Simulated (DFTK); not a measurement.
Runs of DFTK 0.8.2 on HPbNO4. The typed cell holds 7 atoms: a = 3.857 Å, b = 4.338 Å, c = 5.984 Å, α = 81.87°, β = 83.26°, γ = 87.68°. The cell was built by a generator and needn't be a form met in nature.

| task | level | potentials or basis | k mesh | cutoff (eV) | smearing | SCF solver | gap on the mesh (eV) | pressure (GPa) | largest force (eV/Å) |
| --- | --- | --- | --- | --- | --- | --- | --- | --- | --- |
| single point | PBE | dojo.nc.sr.pbe.v0_4_1.standard.upf (PBE) | 5 × 4 × 3 | 1143 | gaussian 0.1 eV | - | 0.55 | 0.2 | 0.20 |
| band structure | PBEsol | SG15 1.2 (PBE) | 5 × 4 × 3 | 1225 | fermi-dirac 0.05 eV | - | 0.56 | -2.4 | 0.29 |
| band structure | PBE | dojo.nc.sr.pbe.v0_4_1.standard.upf (PBE) | 5 × 4 × 4 | 1143 | fermi-dirac 0.05 eV | - | (c) | (b) | 0.20 |
| band structure | TASK | SG15 1.2 (PBE) | 4 × 4 × 3 | 1225 | fermi-dirac 0.05 eV | ScfAndersonSolver | 0.41 | 3.7 | (a) |
| single point | PBE | dojo.nc.sr.pbe.v0_4_1.standard.upf (PBE) | 5 × 4 × 3 | 1143 | methfessel-paxton order 2 0.1 eV | - | 0.55 | 0.2 | 0.20 |

Alike in all rows: no spin polarisation; cell as given.

**Question.** Fill in the values left out.

**Answer.** (a) 1.27; (b) 0.3; (c) 0.26.

Caveats: spin-orbit coupling is left out, which as a rule narrows the gap of such compounds by several tenths of an eV; an odd mesh through Γ misses points on the zone boundary, where band edges often lie (some runs); the real-space grid adds noise to forces (some runs); the potentials were made for another functional, which shifts forces and pressure (some runs); the mesh misses the band edges, which the band path finds closer together (some runs).

A k mesh can miss the band edges, and the runs leave out spin-orbit coupling on Pb.
